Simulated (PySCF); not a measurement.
**C₄H₆F₂SeSi: electronic excitations**

Aim: predict the electronic excitations of C₄H₆F₂SeSi (`F[Si]1(F)C=CCC[Se]1`).

Programs: PySCF 2.14.0, with density-fitted response routines of our own. Each step states its level of theory. These are calculated values for one molecule in the gas phase, unless marked as measured. Atoms count from 0, in the outputs and in this text.

## (1) Starting geometry

14 atoms, charge 0, multiplicity 1; geometry from: GFN2-xTB.

Bonds of the start (Å): F0–Si1 1.60, Si1–F2 1.60, Si1–C3 1.87, C3–C4 1.33, C4–C5 1.50, C5–C6 1.52, C6–Se7 1.99, Se7–Si1 2.24, C3–H8 1.08, C4–H9 1.08, C5–H10 1.10, C5–H11 1.09, C6–H12 1.09, C6–H13 1.09.

## (2) Ultraviolet spectrum: B3LYP/def2-SVPD

Job settings and geometry (Å):

```
{"job": {"kind": "uv", "xc": "B3LYP", "basis": "def2-SVPD", "nstates": 8, "ntriplets": 3}, "charge": 0, "multiplicity": 1}
F      2.982944    -0.782895     1.007185
Si     1.712767    -0.807972     0.036203
F      2.363371    -1.490944    -1.262184
C      1.108256     0.914302    -0.358824
C     -0.133237     1.347545    -0.167242
C     -1.294846     0.550154     0.347573
C     -1.310086    -0.926673    -0.015891
Se     0.055974    -2.014228     0.936369
H      1.843440     1.611479    -0.736798
H     -0.368871     2.384659    -0.377733
H     -1.329890     0.653412     1.438058
H     -2.213999     0.997721    -0.041234
H     -1.147374    -1.068968    -1.084850
H     -2.269127    -1.368065     0.257201
```

With the program's defaults for keys left out, this is: TDDFT B3LYP/def2-SVPD, vertical, gas phase, core orbitals frozen in the response.

Command:

```console
$ OMP_NUM_THREADS=1 python probes_run.py task.json out
```

The driver reads the jobs from task.json and runs them one after another.

Predict these results of the whole session: lowest singlet (B3LYP/def2-SVPD); brightest single state of those computed; lowest triplet; surface potential, 1st and 99th percentile.

As calculated:

| quantity | value |
| --- | --- |
| lowest singlet (B3LYP/def2-SVPD) | 4.76 eV (260 nm), f = 0.011 |
| brightest single state of those computed | state 8, 6.67 eV, f = 0.054 |
| lowest triplet | 4.19 eV |
| surface potential, 1st and 99th percentile | -1.08 V and 1.20 V |

What this shows: The lowest singlet, at 4.76 eV, is HOMO→LUMO 0.98 and is weak; of the 8 states computed, the strongest absorption comes from state 8 at 6.67 eV (the last computed, so partners may be missing). The lowest triplet lies 0.58 eV below the lowest singlet (triplets in Tamm-Dancoff, singlets in full TDDFT). By nearest atom (B3LYP/def2-SVPD), the HOMO sits on Se7 79 % and the LUMO on C4 31 %; C3 24 %.
